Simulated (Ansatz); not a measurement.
# LiYHg: the cost of one run

Method: DFT PBE, scalar-relativistic, plane waves, PAW, in Ansatz 0.2.0.

## 1. The starting structure

Symmetry: P4/mmm, No. 123, tetragonal system. Conventional cell: a = 3.913 Å, b = 3.913 Å, c = 3.969 Å, α = 90.00°, β = 90.00°, γ = 90.00°. Li (site symmetry 4/mmm) is surrounded by 2 Hg at 1.98 Å. Y (site symmetry 4/mmm) has 4 Hg at 2.77 Å as nearest neighbours. Around Hg (site symmetry 4/mmm) lie 2 Li at 1.98 Å.

As a file:

```xyz
3
Lattice="3.9130 0.0000 0.0000 0.0000 3.9130 0.0000 0.0000 0.0000 3.9691" Properties=species:S:1:pos:R:3 pbc="T T T"
Li    1.9565    1.9565    1.9846
Y     0.0000    0.0000    0.0000
Hg    1.9565    1.9565    0.0000
```

Recipe of the guess: species swapped into a database cell of YCoC (P4/mmm, No. 123), with Li on the Co sites and Hg on the C sites. The dimensions are guesses.

## 2. A first look at the guess

The input, input.yaml:

```yaml
crystal:
  lattice:
    - [3.91298805, 0.0, 0.0]
    - [0.0, 3.91298805, 0.0]
    - [0.0, 0.0, 3.96911859]
  atoms:
    - { symbol: Li, position: [0.5, 0.5, 0.5] }
    - { symbol: "Y", position: [0.0, 0.0, 0.0] }
    - { symbol: Hg, position: [0.5, 0.5, 0.0] }
basis:
  ecutwfc: 420
kpoints:
  mp_grid: { grid: [4, 4, 4] }
hamiltonian:
  xc: pbe
scf:
  occupations: { method: gaussian, width: 0.1 }
  lower_state_search: "off"
output:
  forces: true
  stress: true
  eigenvalues: true
```

Launch:

```console
$ ansatz run input.yaml --threads 1 --pin off --max-ram 2048MiB --backend cpu --events-out ev --progress --plain --runs-dir out
```

**Question.** How long does this run take on 1 thread of Arm Neoverse N1, shared host, and how much memory does it need?

About 2.7 s, with a peak of 0.33 GiB.
